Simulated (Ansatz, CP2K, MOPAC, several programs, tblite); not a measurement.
## What each method gives for PbO2 (rutile)

PbO2 built on the rutile prototype, relaxed with r2SCAN in Ansatz, was computed with several methods. It is tetragonal, P4_2/mnm (No. 136); conventional cell a = 4.984 Å, c = 3.408 Å, 14.11 Å³ an atom. Around Pb lie 6 O at 2.17–2.18 Å; around O lie 3 Pb at 2.17–2.18 Å. Spin-unpolarised throughout; all numbers are computed.

```cif
data_structure
_symmetry_space_group_name_H-M 'P4_2/mnm'
_symmetry_Int_Tables_number 136
_cell_length_a 4.9838
_cell_length_b 4.9838
_cell_length_c 3.4076
_cell_angle_alpha 90.000
_cell_angle_beta 90.000
_cell_angle_gamma 90.000
_cell_volume 84.64
loop_
_atom_site_label
_atom_site_type_symbol
_atom_site_symmetry_multiplicity
_atom_site_Wyckoff_symbol
_atom_site_fract_x
_atom_site_fract_y
_atom_site_fract_z
_atom_site_occupancy
Pb1 Pb 2 a 0.00000 0.00000 0.00000 1
O1 O 4 f 0.30721 0.30721 0.00000 1
```

Gaps and times are for a single point on this cell; volume and bulk modulus come from each method's own relaxation or energy curve at fixed shape, which is too stiff where a cell has free coordinates or axes. Times are rough, from shared hosts (Arm Neoverse N1), and each method has its own mesh and cell size. A double dagger marks a value from a curve with shape and coordinates held. A star marks a curve whose lowest point is an end point. PM6 (MOPAC), PM7 (MOPAC), GFN1-xTB (tblite), GFN2-xTB (tblite) treat a cluster of cells at its zone centre, which samples few k points: where these miss a band edge, the gap comes out too large for that reason alone. Gaps from k meshes are read at a limited set of points (mesh, symmetry points, PBE's band edges), so each method's own least gap may be somewhat smaller. xTB and the PM methods were fitted mostly to molecules, and can miss a solid's gap by electronvolts. Minimal bases can be far off for gaps. d marks a direct gap, i an indirect one (no mark: not told apart), a dash a value that wasn't computed or didn't pass its checks.

```csv
method,kind,gap (eV),own volume (Å³/atom),bulk modulus (GPa),atoms computed,processor time
light PBE (260 eV and a coarse mesh),light plane-wave,0.09 d,–,–,6,2.5 s
GFN1-xTB (tblite),tight binding,0,13.26‡,113‡,72,2.7 s
GFN2-xTB (tblite),tight binding,0,15.70*‡,49*‡,72,7.9 s
PM7 (MOPAC),semi-empirical,3.03,–,–,72,8.3 s
PM6 (MOPAC),semi-empirical,2.83,–,–,72,10 s
PBE/SZV (CP2K),small basis,0.13 d,15.52*‡,100*‡,6,14 s
PBE,semilocal,overlap 0.01,14.81,123‡,6,15 s
PBE/DZVP (CP2K),small basis,0.09 d,14.84‡,110‡,6,31 s
r2SCAN,semilocal,0.07 i,14.11,152‡,6,44 s
```

Volumes against r2SCAN's: PBE +5.0 %.

With PBE the bands overlap or touch, or nearly. Semilocal functionals can close a real gap, so this doesn't show a metal; small gaps of other methods may in turn close between the points read or with spin-orbit coupling, and the solid may be a semimetal.

Spin-orbit coupling is left out; in compounds of Pb, Bi, Tl or Hg it can lower a gap by up to about 1 eV, split its edges or invert the bands.
